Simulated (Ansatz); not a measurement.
# UMP2/6-311+G(d,p) run of SiHCl2O (SMILES [O][SiH](Cl)Cl)

Aim: the electronic atomisation energy of SiHCl2O at UMP2/6-311+G**, from 5 runs. 

Program for the calculation: Ansatz 0.2.0.

45 further runs of the same task are left out: 45 set aside as unsound or not needed.

### 1 Starting point

SiHCl2O: 5 atoms, total charge 0, spin state doublet. SMILES: `[O][SiH](Cl)Cl`. Geometry: relaxed at PBE0-D4/def2-TZVP.

Bond lengths: O1–Si2 1.649 Å, Si2–Cl3 2.028 Å, Si2–Cl4 2.028 Å, Si2–H5 1.479 Å. Angles: O1–Si2–Cl3 111.9°, O1–Si2–Cl4 111.9°, Cl3–Si2–Cl4 108.4°, O1–Si2–H5 101.4°, Cl3–Si2–H5 111.6°, Cl4–Si2–H5 111.6°.

### 2 The energy at UMP2/6-311+G(d,p)

Input file molecule.yaml:

```yaml
crystal:
  periodic: [false, false, false]
  atoms:
    - {symbol: O, position_ang: [0.092100, -0.719000, 1.517100]}
    - {symbol: Si, position_ang: [0.084300, -0.040000, 0.014900]}
    - {symbol: Cl, position_ang: [-0.523700, 1.894600, 0.060800]}
    - {symbol: Cl, position_ang: [-1.112100, -1.056100, -1.269800]}
    - {symbol: H, position_ang: [1.509200, -0.153100, -0.364300]}
basis:
  gaussian: {orbitals: 6-311+G_st__st_-spherical.json}
correlation: {method: mp2, frozen_orbitals: {Cl: 5, H: 0, O: 1, Si: 5}}
magnetization: {spin_polarized: true, initial_magnetization: 1}
accuracy: high
```

The basis set 6-311+G** is read from a file made from the Basis Set Exchange's data (not shown).

Command:

```sh
$ ansatz run molecule.yaml --threads 1 --pin off --max-ram 3480MiB --events-out events.jsonl --progress --plain --runs-dir runs
```

The program printed:

```text
Warning: RAYON_NUM_THREADS=1 ignored (pool sized by the plan → 1); use --threads N
Functional definition: HF
  name "HF"
  exchange = exact_x
  correlation = 0
1999 factors; integrals over basis functions are off by at most 8.4e-9 eV
mean field evaluation 1: about -34916.3816 eV, gradient 3.5e1 eV
mean field evaluation 2: about -34916.3925 eV, gradient 3.5e1 eV
mean field evaluation 4: about -34924.3831 eV, gradient 8.7e0 eV
mean field evaluation 8: about -34926.0022 eV, gradient 8.2e-1 eV
mean field evaluation 16: about -34926.0485 eV, gradient 1.4e-5 eV
mean field evaluation 32: about -34926.0451 eV, gradient 6.4e-2 eV
mean field evaluation 64: about -34926.0485 eV, gradient 3.3e-4 eV
mean field -34926.04849765 eV, -1283.5086085626 hartree, gradient 1.3e-8 eV, S^2 0.756291; 5 other end points of the search recorded, 0 dependent functions left out
16 core orbitals not correlated: weight in the atoms' cores, before any rotation towards them, 1.000 or more for the frozen orbitals, at most 0.000 for the correlated occupied ones
reference -34926.04849765 eV, -1283.5086085626 hartree; 13, 12 occupied and 89, 90 virtual orbitals, 1999 factors
second order -14.00277923 eV of doubles, -0.00000000 eV of singles
Total energy: -34940.05127688 eV, -1284.0232012078 hartree
```

It took 6.3 s on 1 thread of AMD EPYC 9R45 (Zen 5), shared host; peak memory 0.47 GiB.

### 3 The Cl atom

Input file molecule.yaml:

```yaml
crystal:
  periodic: [false, false, false]
  atoms:
    - {symbol: Cl, position_ang: [0.000000, 0.000000, 0.000000]}
basis:
  gaussian: {orbitals: 6-311+G_st__st_-spherical.json}
magnetization: {spin_polarized: true, initial_magnetization: 1}
correlation: {method: mp2, frozen_orbitals: {Cl: 5}}
accuracy: high
```

The basis set 6-311+G** is read from a file made from the Basis Set Exchange's data (not shown).

Run the same way, it converges to -459.58616 Eh (log not shown).

### 4 The H atom: a single-point energy at UHF/6-311+G(d,p)

Input file job.yaml:

```yaml
crystal:
  periodic: [false, false, false]
  atoms:
    - symbol: H
      position_ang: [0.000000, 0.000000, 0.000000]
basis:
  gaussian:
    orbitals: 6-311+G_st__st_.json
hamiltonian:
  xc: hf
accuracy: high
magnetization:
  spin_polarized: true
  initial_magnetization: 1
```

The basis set 6-311+G** is read from a file made from the Basis Set Exchange's data (not shown).

Run the same way, it converges to -0.49981 Eh (log not shown).

### 5 The O atom at the same level

Input file molecule.yaml:

```yaml
crystal:
  periodic: [false, false, false]
  atoms:
    - {symbol: O, position_ang: [0.000000, 0.000000, 0.000000]}
basis:
  gaussian: {orbitals: 6-311+G_st__st_.json}
magnetization: {spin_polarized: true, initial_magnetization: 2}
correlation: {method: mp2, frozen_orbitals: {O: 1}}
accuracy: high
```

The basis set 6-311+G** is read from a file made from the Basis Set Exchange's data (not shown).

Run the same way, it converges to -74.92178 Eh (log not shown).

### 6 The Si atom at the same level

Input file molecule.yaml:

```yaml
crystal:
  periodic: [false, false, false]
  atoms:
    - {symbol: Si, position_ang: [0.000000, 0.000000, 0.000000]}
basis:
  gaussian: {orbitals: 6-311+G_st__st_-spherical.json}
magnetization: {spin_polarized: true, initial_magnetization: 2}
correlation: {method: mp2, frozen_orbitals: {Si: 5}}
accuracy: high
```

The basis set 6-311+G** is read from a file made from the Basis Set Exchange's data (not shown).

Run the same way, it converges to -288.89249 Eh (log not shown).

### 7 What came out

At UMP2/6-311+G**, 16 core orbitals frozen:

| quantity | value |
| --- | --- |
| molecule: total energy | -1284.02320 Eh |
| molecule: correlation energy (16 core orbitals frozen) | -514.6 mEh |
| molecule: ⟨S²⟩ of the reference determinant | 0.756 |
| Cl atom: total energy | -459.58616 Eh |
| Cl atom: correlation energy (5 core orbitals frozen) | -111.9 mEh |
| Cl atom: ⟨S²⟩ of the reference determinant | 0.755 |
| H atom: total energy | -0.49981 Eh |
| H atom: ⟨S²⟩ | 0.750 |
| O atom: total energy | -74.92178 Eh |
| O atom: correlation energy (1 core orbital frozen) | -114.4 mEh |
| O atom: ⟨S²⟩ of the reference determinant | 2.008 |
| Si atom: total energy | -288.89249 Eh |
| Si atom: correlation energy (5 core orbitals frozen) | -42.0 mEh |
| Si atom: ⟨S²⟩ of the reference determinant | 2.006 |
| electronic atomisation energy | 14.607 eV |

Taking the molecule apart into free atoms costs 14.61 eV (1409 kJ/mol), before zero-point energy and without spin-orbit coupling.
